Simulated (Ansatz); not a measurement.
# As3ClF2: a short molecular-dynamics run

What does As3ClF2 do over 40 steps of 0.5 fs under a Langevin thermostat and barostat at 300 K and 1 GPa? The cell is a randomly packed cell of 12 atoms, taken as it stands, without a relaxation.

All numbers below are computed with Ansatz 0.2.0 (DFT PBE, plane waves, PAW, scalar-relativistic, no spin polarisation).

**1. The system as given**

The cell holds 12 atoms (As6Cl2F4): a = 6.148 Å, b = 6.953 Å, c = 6.780 Å, α = 94.25°, β = 86.36°, γ = 82.73°.

Coordinates:

```xyz
12
Lattice="6.1386 0.0295 0.3301 0.8934 6.8453 -0.8292 0.0651 0.3020 6.7725" Properties=species:S:1:pos:R:3 pbc="T T T"
Cl    2.4631    3.5549    0.6786
Cl    5.9832    1.4998    4.7110
F     6.5482    4.0823    5.0583
F     4.4032    3.9953    5.6804
F     5.9535    4.4583    0.3713
F     5.3917    2.2804    0.2442
As    4.1248    0.5268    1.9252
As    1.0873    0.9294    1.3837
As    2.8143    1.8220    5.1629
As    2.4787    5.8118    5.1028
As    0.8284    5.4468    2.4207
As    4.4425    3.5498    3.0004
```

**2. Dynamics**

Contents of input.yaml:

```yaml
crystal:
  lattice:
    - [6.138637, 0.029466, 0.330077]
    - [0.893384, 6.845277, -0.829209]
    - [0.065136, 0.301971, 6.772531]
  atoms:
    - { symbol: Cl, position: [0.325258, 0.511441, 0.146962] }
    - { symbol: Cl, position: [0.940558, 0.185393, 0.672462] }
    - { symbol: F, position: [0.977323, 0.558298, 0.767614] }
    - { symbol: F, position: [0.629074, 0.542369, 0.874491] }
    - { symbol: F, position: [0.87523, 0.643515, 0.090956] }
    - { symbol: F, position: [0.830211, 0.327984, 0.03575] }
    - { symbol: As, position: [0.660062, 0.062659, 0.259763] }
    - { symbol: As, position: [0.156575, 0.125743, 0.212079] }
    - { symbol: As, position: [0.416759, 0.230396, 0.770224] }
    - { symbol: As, position: [0.276886, 0.810807, 0.839232] }
    - { symbol: As, position: [0.01726, 0.775711, 0.451566] }
    - { symbol: As, position: [0.646653, 0.494969, 0.472109] }
kpoints:
  mp_grid: { grid: [3, 2, 2] }
magnetization:
  spin_polarized: false
scf:
  occupations: { method: fermi_dirac, width: 0.1 }
hamiltonian:
  pseudopotentials: { kind: paw }
  xc: pbe
basis:
  ecutwfc: 420
md:
  timestep: 0.5
  n_steps: 40
  ensemble: npt_langevin
  temperature: 300.0
  initial_velocities: maxwell_boltzmann
  seed: 740192
  pressure: 1.0
```

Launch:

```console
> ansatz run input.yaml --threads 2 --pin off --max-ram 2560MiB --backend cpu --events-out ev --progress --plain --runs-dir out
```

The log of the run (excerpt; [...] marks lines left out):

```text
Warning: md: disabling space-group detection — thermal motion breaks the input geometry's symmetry, so no spatial operation reduces the k-mesh or symmetrises the density; time reversal is kept, so that k and −k are solved as one point where they differ and the mesh holds both, and exact [...]
Warning: RAYON_NUM_THREADS=2 ignored (pool sized by the plan → 2); use --threads N
[...]
Pseudopotentials: kind: paw
Pseudopotential: Cl, paw, valence charge 7, recommended cutoff 420 eV (normal), Cl.paw.azcp
Pseudopotential: F, paw, valence charge 7, recommended cutoff 420 eV (normal), F.paw.azcp
Pseudopotential: As, paw, valence charge 15, recommended cutoff 420 eV (normal), As.paw.azcp
Functional definition: PBE
[...]
Crystal: 12 atoms, lattice volume = 285.885 Å³
Basis set: ecut = 420 eV (smoothed over ±3.0 %; plane waves to 437.0 eV, density to 1747.9 eV), 5929 PW (Γ), exchange–correlation on 90×96×96 points (8 copies of the dense FFT grid, shifted against one another)
Bands: 80, of which v1, the nominal top of the filled ones, is band 66 counted from 1 (65 counted from 0)
Symmetry: 1 space group operations
k-points: 8 of 12 (time reversal used)
[...]
SCF iter   1: F=—  HF=-34513.963140 eV  |F-HF|=—  |Δ(HF+E_count)|=         —  Δρ=8.28e-3  dr2=2.92e-1  ethr=1.77e-3  ⟨swp⟩=7.0  Hψ=2353  notcnv=0
[...]
md step     0: t =     0.00 fs  T =   275.0 K  F+E_penalty+E_count = -34513.93237461 eV  E_kin = 0.426558 eV  conserved = -34511.86766868 eV  P_inst = -9.1955 GPa  V = 285.8854 Å³  selection 1  (9 SCF iters)
[...]
md step     4: t =     2.00 fs  T =   246.8 K  F+E_penalty+E_count = -34513.98720688 eV  E_kin = 0.382770 eV  conserved = -34511.86767332 eV  P_inst = -9.1713 GPa  V = 284.8740 Å³  selection 1  (7 SCF iters)
md step     5: t =     2.50 fs  T =   260.0 K  F+E_penalty+E_count = -34514.03059140 eV  E_kin = 0.403333 eV  conserved = -34511.86767830 eV  P_inst = -9.1491 GPa  V = 284.3366 Å³  selection 1  (4 SCF iters)
```

**3. More of the same log**

Output, continued (excerpt; [...] marks lines left out):

```text
md step     6: t =     3.00 fs  T =   263.2 K  F+E_penalty+E_count = -34514.08460799 eV  E_kin = 0.408289 eV  conserved = -34511.86768619 eV  P_inst = -9.1299 GPa  V = 283.6836 Å³  selection 1  (5 SCF iters)
[...]
md step    14: t =     7.00 fs  T =   422.1 K  F+E_penalty+E_count = -34514.88830421 eV  E_kin = 0.654755 eV  conserved = -34511.86779993 eV  P_inst = -8.7371 GPa  V = 274.4997 Å³  selection 1  (4 SCF iters)
[...]
md step    22: t =    11.00 fs  T =   742.2 K  F+E_penalty+E_count = -34516.29034366 eV  E_kin = 1.151311 eV  conserved = -34511.86808705 eV  P_inst = -7.6632 GPa  V = 258.8831 Å³  selection 2  (7 SCF iters)
[...]
md step    30: t =    15.00 fs  T =  1315.5 K  F+E_penalty+E_count = -34517.99515095 eV  E_kin = 2.040553 eV  conserved = -34511.86862187 eV  P_inst = -5.2104 GPa  V = 239.5847 Å³  selection 2  (7 SCF iters)
[...]
  atom   5  F     -0.09829021     1.57543810     1.32169275
  atom   6  F     -0.17252397    -1.04729720     1.76442055
  atom   7  As     0.16313952     0.38221697     0.41399254
  atom   8  As     0.07924034    -1.06240238    -0.43822593
[...]
--- Stress (GPa, compression-positive) ---
       -0.400765       0.092351      -0.908755
        0.092351      -1.138633       0.366880
       -0.908755       0.366880       0.740275
  P = ⅓ Tr σ = -0.2664 GPa (-2.664 kbar)
--- MD trajectory: 40 steps, t = 0.0 → 20.0 fs ---
  final state: T = 1979.9 K   F+E_penalty+E_count = -34519.79258822 eV   E_kin = 3.071040 eV
  conserved energy: peak-to-peak 6.549e-4 eV (5.457e-5 eV/atom) at the most on one of 4 selections of grids, which stood over 3.5 fs
  cell: V = 213.7567 Å³ at the end; means of 41 rows, the approach among them: V = 258.4533 Å³, P_inst = -6.6650 GPa
  mean static stress (GPa): xx -6.5844  yy -8.3928  zz -6.7537  yz 0.4130  xz -1.0970  xy -0.7074
  the result is of one more SCF, on plane waves selected at the last cell: its energy does not rank with the rows'
```

It took 3.3 min on 2 threads of Arm Neoverse V2, shared host; peak memory 0.72 GiB.

**4. The trajectory**

One step in 3; energies are changes from step 0; msd is the mean square displacement from the start, the centre of mass held:

```
time (fs)  T (K)  potential energy change (meV/atom)  conserved energy change (meV/atom)  volume (Å³/atom)  pressure (GPa)  msd F (Å²)  msd Cl (Å²)  msd As (Å²)
      0.0    275                                 0.0                                0.00             23.82            -9.2       0.000        0.000        0.000
      1.5    238                                -1.8                                0.00             23.78            -9.2       0.000        0.000        0.000
      3.0    263                               -12.7                                0.00             23.64            -9.1       0.000        0.000        0.000
      4.5    300                               -31.2                                0.00             23.42            -9.0       0.001        0.000        0.000
      6.0    359                               -57.4                               -0.01             23.12            -8.9       0.002        0.001        0.000
      7.5    433                               -91.9                               -0.01             22.74            -8.7       0.003        0.001        0.000
      9.0    533                              -132.9                               -0.02             22.28            -8.3       0.005        0.001        0.000
     10.5    688                              -179.9                               -0.03             21.76            -7.9       0.008        0.002        0.001
     12.0    883                              -230.8                               -0.04             21.19            -7.2       0.012        0.003        0.001
     13.5   1047                              -284.3                               -0.06             20.59            -6.4       0.017        0.004        0.001
     15.0   1316                              -338.6                               -0.08             19.97            -5.2       0.025        0.005        0.001
     16.5   1525                              -391.0                               -0.11             19.32            -3.8       0.036        0.007        0.002
     18.0   1745                              -438.6                               -0.13             18.66            -1.9       0.050        0.009        0.002
     19.5   1964                              -477.7                               -0.15             18.02             0.4       0.069        0.011        0.003
     20.0   1980                              -488.4                               -0.15             17.81             1.3       0.076        0.012        0.003
```

time (fs), T (K) and a bar:
```
      0.0        275 #
      1.0        237 
      1.5        238 
      2.5        260 
      3.5        269 #
      4.5        300 #
      5.0        315 #
      6.0        359 ##
      7.0        422 ###
      8.0        471 ####
      8.5        509 #####
      9.5        607 ######
     10.5        688 ########
     11.5        792 ##########
     12.0        883 ###########
     13.0        987 #############
     14.0       1152 ################
     15.0       1316 ###################
     15.5       1385 ####################
     16.5       1525 ######################
     17.5       1679 #########################
     18.5       1832 ###########################
     19.0       1900 #############################
     20.0       1980 ##############################
```

Pair distribution over the second half of the run:

```
r (Å)  g As–As  g F–As  g F–F
 0.68     0.00    0.00   0.00
 0.84     0.00    0.00   0.00
 1.00     0.00    0.00   0.00
 1.16     0.00    0.00   0.00
 1.32     0.00    0.00   0.00
 1.48     0.00    0.00   0.00
 1.64     0.00    0.00   0.00
 1.80     0.00    0.00   0.00
 1.96     0.00    0.00   0.00
 2.12     0.00    0.02   1.37
 2.28     0.00    0.84  10.72
 2.44     0.00    2.70   5.67
 2.60     0.00    2.75   1.18
 2.76     0.42    0.99   2.02
```

First peaks of g(r) (not always the tallest), and, where a minimum follows, the mean number of second-named atoms round a first-named one up to the next minimum:

```csv
pair,peak (Å),height,minimum (Å),neighbours
F–As,2.52,3.2,-,-
F–F,2.28,10.7,-,-
```

**5. Snapshots as a file**

Positions (Å) and forces (eV/Å):

```xyz
12
Lattice="6.128 0.029 0.329 0.892 6.833 -0.828 0.065 0.301 6.760" Properties=species:S:1:pos:R:3:forces:R:3 pbc="T T T" time_fs=2.5 T=260 dE=-0.0982
Cl    2.460    3.544    0.681   -0.228    0.072    1.299
Cl    5.967    1.487    4.709    0.606   -1.128   -0.491
F     6.535    4.067    5.033    1.947    1.109   -1.718
F     4.399    3.984    5.651   -2.157    0.500   -2.192
F     5.946    4.457    0.363    0.343    1.957    1.995
F     5.378    2.282    0.229    0.032   -2.015    1.872
As    4.119    0.524    1.927    0.607    0.805    0.305
As    1.086    0.929    1.381   -0.204   -0.837   -0.644
As    2.803    1.816    5.160   -0.226   -0.075   -0.180
As    2.473    5.805    5.094    0.091    0.216    0.301
As    0.831    5.441    2.419   -0.731    0.210   -0.878
As    4.436    3.546    2.989   -0.081   -0.814    0.330
12
Lattice="6.096 0.029 0.328 0.887 6.798 -0.823 0.065 0.300 6.726" Properties=species:S:1:pos:R:3:forces:R:3 pbc="T T T" time_fs=5.0 T=315 dE=-0.4687
Cl    2.449    3.524    0.683   -0.201    0.077    1.314
Cl    5.934    1.467    4.688    0.642   -1.196   -0.474
F     6.504    4.041    4.985    1.966    1.111   -1.740
F     4.372    3.960    5.597   -2.188    0.534   -2.226
F     5.919    4.447    0.359    0.327    1.975    1.981
F     5.346    2.272    0.218    0.031   -2.002    1.898
As    4.099    0.519    1.921    0.613    0.774    0.307
As    1.079    0.924    1.372   -0.202   -0.852   -0.643
As    2.782    1.803    5.141   -0.262   -0.124   -0.173
As    2.461    5.779    5.069    0.117    0.262    0.303
As    0.829    5.417    2.407   -0.761    0.216   -0.875
As    4.416    3.530    2.967   -0.083   -0.774    0.329
12
Lattice="6.044 0.029 0.325 0.880 6.740 -0.816 0.064 0.297 6.668" Properties=species:S:1:pos:R:3:forces:R:3 pbc="T T T" time_fs=7.5 T=433 dE=-1.1027
Cl    2.428    3.493    0.684   -0.173    0.090    1.345
Cl    5.881    1.442    4.648    0.687   -1.274   -0.449
F     6.457    4.003    4.918    1.988    1.121   -1.757
F     4.322    3.923    5.518   -2.181    0.580   -2.271
F     5.871    4.427    0.362    0.296    2.001    1.979
F     5.296    2.245    0.212    0.022   -1.983    1.932
As    4.066    0.512    1.909    0.613    0.733    0.305
As    1.068    0.916    1.359   -0.199   -0.865   -0.646
As    2.752    1.783    5.104   -0.311   -0.198   -0.177
As    2.441    5.734    5.026    0.156    0.317    0.313
As    0.822    5.374    2.387   -0.810    0.198   -0.903
As    4.381    3.501    2.936   -0.089   -0.720    0.329
12
Lattice="5.972 0.029 0.321 0.869 6.660 -0.807 0.063 0.294 6.589" Properties=species:S:1:pos:R:3:forces:R:3 pbc="T T T" time_fs=10.0 T=651 dE=-1.9643
Cl    2.399    3.452    0.685   -0.140    0.114    1.386
Cl    5.810    1.413    4.591    0.736   -1.362   -0.416
F     6.394    3.956    4.831    1.999    1.133   -1.760
F     4.252    3.876    5.416   -2.121    0.642   -2.306
F     5.805    4.400    0.367    0.253    2.026    1.976
F     5.228    2.204    0.209    0.004   -1.941    1.969
As    4.019    0.503    1.891    0.595    0.683    0.302
As    1.054    0.904    1.340   -0.183   -0.884   -0.644
As    2.713    1.758    5.051   -0.364   -0.298   -0.202
As    2.416    5.672    4.966    0.202    0.381    0.331
As    0.811    5.314    2.357   -0.869    0.168   -0.958
As    4.332    3.460    2.897   -0.112   -0.662    0.323
12
Lattice="5.886 0.028 0.316 0.857 6.563 -0.795 0.062 0.290 6.493" Properties=species:S:1:pos:R:3:forces:R:3 pbc="T T T" time_fs=12.5 T=958 dE=-2.9815
Cl    2.365    3.403    0.689   -0.102    0.153    1.428
Cl    5.726    1.377    4.522    0.792   -1.449   -0.364
F     6.319    3.903    4.725    1.967    1.134   -1.729
F     4.162    3.820    5.298   -1.975    0.714   -2.310
F     5.723    4.369    0.374    0.200    2.029    1.947
F     5.148    2.152    0.211   -0.018   -1.853    1.993
As    3.961    0.493    1.868    0.555    0.619    0.304
As    1.038    0.889    1.317   -0.155   -0.910   -0.633
As    2.667    1.728    4.986   -0.428   -0.431   -0.250
As    2.386    5.595    4.894    0.250    0.464    0.346
As    0.797    5.241    2.319   -0.932    0.130   -1.029
As    4.272    3.409    2.851   -0.154   -0.600    0.298
12
Lattice="5.788 0.028 0.311 0.842 6.454 -0.782 0.061 0.285 6.385" Properties=species:S:1:pos:R:3:forces:R:3 pbc="T T T" time_fs=15.0 T=1316 dE=-4.0628
Cl    2.326    3.347    0.694   -0.048    0.202    1.444
Cl    5.633    1.338    4.444    0.849   -1.528   -0.298
F     6.241    3.844    4.606    1.879    1.111   -1.627
F     4.059    3.757    5.164   -1.708    0.796   -2.247
F     5.630    4.336    0.384    0.126    1.978    1.857
F     5.058    2.089    0.217   -0.048   -1.691    1.986
As    3.896    0.482    1.840    0.483    0.542    0.318
As    1.020    0.873    1.290   -0.111   -0.947   -0.604
As    2.614    1.696    4.910   -0.505   -0.603   -0.322
As    2.351    5.508    4.815    0.288    0.579    0.354
As    0.781    5.159    2.274   -0.992    0.097   -1.114
As    4.203    3.353    2.799   -0.214   -0.536    0.252
12
Lattice="5.681 0.027 0.305 0.827 6.335 -0.767 0.060 0.279 6.267" Properties=species:S:1:pos:R:3:forces:R:3 pbc="T T T" time_fs=17.5 T=1679 dE=-5.0829
Cl    2.284    3.285    0.700    0.017    0.261    1.432
Cl    5.533    1.296    4.358    0.902   -1.579   -0.214
F     6.155    3.782    4.472    1.711    1.039   -1.433
F     3.943    3.691    5.018   -1.294    0.895   -2.070
F     5.528    4.302    0.400    0.027    1.834    1.660
F     4.960    2.017    0.225   -0.094   -1.423    1.919
As    3.825    0.469    1.811    0.360    0.458    0.352
As    1.000    0.855    1.260   -0.041   -0.997   -0.540
As    2.556    1.661    4.825   -0.588   -0.833   -0.413
As    2.311    5.412    4.727    0.321    0.744    0.346
As    0.764    5.069    2.225   -1.030    0.078   -1.194
As    4.127    3.291    2.744   -0.290   -0.476    0.155
12
Lattice="5.572 0.027 0.300 0.811 6.213 -0.753 0.059 0.274 6.147" Properties=species:S:1:pos:R:3:forces:R:3 pbc="T T T" time_fs=20.0 T=1980 dE=-5.8602
Cl    2.240    3.223    0.707    0.106    0.326    1.365
Cl    5.433    1.254    4.270    0.941   -1.564   -0.106
F     6.070    3.722    4.332    1.471    0.887   -1.137
F     3.821    3.627    4.865   -0.754    0.997   -1.729
F     5.424    4.270    0.419   -0.098    1.575    1.322
F     4.859    1.939    0.238   -0.173   -1.047    1.764
As    3.753    0.458    1.781    0.163    0.382    0.414
As    0.980    0.836    1.231    0.079   -1.062   -0.438
As    2.497    1.626    4.740   -0.682   -1.130   -0.512
As    2.272    5.314    4.639    0.338    0.977    0.321
As    0.748    4.979    2.175   -1.022    0.089   -1.251
As    4.050    3.226    2.687   -0.368   -0.430   -0.014
```

**6. Outcome**

| quantity | value |
| --- | --- |
| length | 40 steps of 0.5 fs |
| temperature, first and last step | 275 and 1980 K |
| temperature, second half | mean 1310 K, from 651 to 1980 K |
| potential energy, second half | -334 meV/atom from the start |
| largest change of the conserved energy | 0.15 meV/atom |
| volume, first and last step | 23.82 and 17.81 Å³/atom |
| mean square displacement, second half | F 0.031, Cl 0.006, As 0.002 Å² |

In words: Against a set 300 K the second half averages 1310 K, going from 651 to 1980 K over that half. The conserved energy strays from its start by at most 0.15 meV/atom, 0.1 % of the mean kinetic energy, so a step of 0.5 fs is short enough over this time. Over the second half F atoms stand 0.2 Å (root mean square) from where they began, and the farthest move is 0.4 Å. The volume changes by -25.2 % from first to last step, and is still moving at the end, so it is no equilibrium value. 20 fs on 12 atoms is far too short and small for converged averages. The k-mesh is coarse for this cell.
